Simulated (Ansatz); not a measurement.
**Lu2Al4Pt3: further runs on the relaxed cell**

One table from this session's results is given with a row withheld; the runs are named, their logs left out.

Method: DFT PBE, scalar-relativistic, plane waves, PAW, in Ansatz 0.2.0.

### The structure to begin with

It takes space group Pnma (No. 62, orthorhombic). Conventional cell: a = 13.558 Å, b = 4.209 Å, c = 11.491 Å, α = 90.00°, β = 90.00°, γ = 90.00°. Lu (site symmetry m) has 5 Pt at 2.71 to 3.01 Å and 8 Al at 3.05 to 3.16 Å in its first shell of neighbours. Lu (site symmetry m) has 6 Pt at 3.02 to 3.14 Å and 10 Al at 3.28 to 3.52 Å in its first shell of neighbours. Around Al (site symmetry m) lie 4 Pt at 2.55 to 2.72 Å and 3 Al at 2.84 to 2.91 Å. Around Al (site symmetry m) lie 4 Pt at 2.51 to 2.65 Å and 4 Al at 2.84 to 2.91 Å. Al (site symmetry m) has 4 Pt at 2.55 to 2.61 Å and 2 Al at 2.91 Å in its first shell of neighbours. Al (site symmetry m) is surrounded by 4 Pt at 2.53 to 2.68 Å and 3 Al at 2.84 to 2.91 Å. Pt (site symmetry m) is surrounded by 6 Al at 2.51 to 2.72 Å and 3 Lu at 2.71 to 3.05 Å. Pt (site symmetry m) is surrounded by 5 Al at 2.55 to 2.65 Å and 4 Lu at 2.99 to 3.02 Å. Only part of the 9 independent sites is listed.

As a file:

```
CELL_PARAMETERS angstrom
13.55846 0.00000 0.00000
0.00000 4.20939 0.00000
0.00000 0.00000 11.49083
ATOMIC_POSITIONS crystal
Lu 0.48217 0.25000 0.78709
Lu 0.01783 0.75000 0.28709
Lu 0.98217 0.25000 0.71291
Lu 0.51783 0.75000 0.21291
Lu 0.20889 0.25000 0.92259
Lu 0.29111 0.75000 0.42259
Lu 0.70889 0.25000 0.57741
Lu 0.79111 0.75000 0.07741
Al 0.68003 0.25000 0.28171
Al 0.81997 0.75000 0.78171
Al 0.18003 0.25000 0.21829
Al 0.31997 0.75000 0.71829
Al 0.19806 0.25000 0.63622
Al 0.30194 0.75000 0.13622
Al 0.69806 0.25000 0.86378
Al 0.80194 0.75000 0.36378
Al 0.42784 0.25000 0.04481
Al 0.07216 0.75000 0.54481
Al 0.92784 0.25000 0.45519
Al 0.57216 0.75000 0.95519
Al 0.99876 0.25000 0.08324
Al 0.50124 0.75000 0.58324
Al 0.49876 0.25000 0.41676
Al 0.00124 0.75000 0.91676
Pt 0.87843 0.25000 0.91468
Pt 0.62157 0.75000 0.41468
Pt 0.37843 0.25000 0.58532
Pt 0.12157 0.75000 0.08532
Pt 0.36526 0.25000 0.25512
Pt 0.13474 0.75000 0.75512
Pt 0.86526 0.25000 0.24488
Pt 0.63474 0.75000 0.74488
Pt 0.61903 0.25000 0.06793
Pt 0.88097 0.75000 0.56793
Pt 0.11903 0.25000 0.43207
Pt 0.38097 0.75000 0.93207
```

This cell was relaxed beforehand with the same method: volume 18.22 Å³/atom, gap on the mesh none (metal).

The first run:

File input.yaml:

```yaml
crystal:
  lattice:
    - [13.5584621723, 0.0, 0.0]
    - [0.0, 4.2093915426, 0.0]
    - [0.0, 0.0, 11.4908331474]
  atoms:
    - { symbol: Lu, position: [0.4821698915, 0.25, 0.7870879045] }
    - { symbol: Lu, position: [0.0178301085, 0.75, 0.2870879045] }
    - { symbol: Lu, position: [0.9821698915, 0.25, 0.7129120955] }
    - { symbol: Lu, position: [0.5178301085, 0.75, 0.2129120955] }
    - { symbol: Lu, position: [0.2088873236, 0.25, 0.922588158] }
    - { symbol: Lu, position: [0.2911126764, 0.75, 0.422588158] }
    - { symbol: Lu, position: [0.7088873236, 0.25, 0.577411842] }
    - { symbol: Lu, position: [0.7911126764, 0.75, 0.077411842] }
    - { symbol: Al, position: [0.6800326327, 0.25, 0.2817099403] }
    - { symbol: Al, position: [0.8199673673, 0.75, 0.7817099403] }
    - { symbol: Al, position: [0.1800326327, 0.25, 0.2182900597] }
    - { symbol: Al, position: [0.3199673673, 0.75, 0.7182900597] }
    - { symbol: Al, position: [0.1980587582, 0.25, 0.6362229389] }
    - { symbol: Al, position: [0.3019412418, 0.75, 0.1362229389] }
    - { symbol: Al, position: [0.6980587582, 0.25, 0.8637770611] }
    - { symbol: Al, position: [0.8019412418, 0.75, 0.3637770611] }
    - { symbol: Al, position: [0.4278388489, 0.25, 0.0448103839] }
    - { symbol: Al, position: [0.0721611511, 0.75, 0.5448103839] }
    - { symbol: Al, position: [0.9278388489, 0.25, 0.4551896161] }
    - { symbol: Al, position: [0.5721611511, 0.75, 0.9551896161] }
    - { symbol: Al, position: [0.998762701, 0.25, 0.0832439885] }
    - { symbol: Al, position: [0.501237299, 0.75, 0.5832439885] }
    - { symbol: Al, position: [0.498762701, 0.25, 0.4167560115] }
    - { symbol: Al, position: [0.001237299, 0.75, 0.9167560115] }
    - { symbol: Pt, position: [0.8784342419, 0.25, 0.9146805417] }
    - { symbol: Pt, position: [0.6215657581, 0.75, 0.4146805417] }
    - { symbol: Pt, position: [0.3784342419, 0.25, 0.5853194583] }
    - { symbol: Pt, position: [0.1215657581, 0.75, 0.0853194583] }
    - { symbol: Pt, position: [0.365255319, 0.25, 0.2551176207] }
    - { symbol: Pt, position: [0.134744681, 0.75, 0.7551176207] }
    - { symbol: Pt, position: [0.865255319, 0.25, 0.2448823793] }
    - { symbol: Pt, position: [0.634744681, 0.75, 0.7448823793] }
    - { symbol: Pt, position: [0.6190347426, 0.25, 0.0679339459] }
    - { symbol: Pt, position: [0.8809652574, 0.75, 0.5679339459] }
    - { symbol: Pt, position: [0.1190347426, 0.25, 0.4320660541] }
    - { symbol: Pt, position: [0.3809652574, 0.75, 0.9320660541] }
basis:
  ecutwfc: 420
kpoints:
  mp_grid: { grid: [4, 8, 4] }
hamiltonian:
  xc: pbesol
scf:
  occupations: { method: gaussian, width: 0.1 }
output:
  forces: true
  stress: true
  eigenvalues: true
relax:
  adjacent_minimum: "off"
  f_tol: 0.005
  max_steps: 50
  cell: { stress_tol: 0.05 }
```

On the command line:

```bash
ansatz run input.yaml --threads 8 --pin off --max-ram 22528MiB --backend cpu --events-out ev --progress --plain --runs-dir out
```

Steps of the session up to this table: Relaxing with PBEsol; The cell under PBE+D3(BJ); Relaxing with LDA; The cell under r2SCAN.

One of the session's tables, all rows but one given; the rest of the session is left out.

It belongs to the step «One structure, several functionals». 

| functional | a (Å) | b (Å) | c (Å) | volume (Å³/atom) |
| --- | --- | --- | --- | --- |
| PBE | 13.558 | 4.209 | 11.491 | 18.22 |
| PBEsol | 13.425 | 4.168 | 11.348 | 17.64 |
| PBE+D3(BJ) | 13.417 | 4.170 | 11.322 | 17.60 |
| LDA | ? | ? | ? | ? |
| r2SCAN | 13.466 | 4.189 | 11.391 | 17.85 |

Q: Estimate the row for LDA from the others.

As computed: a (Å): 13.316; b (Å): 4.133; c (Å): 11.241; volume (Å³/atom): 17.19. In the column «a (Å)» it is the lowest.
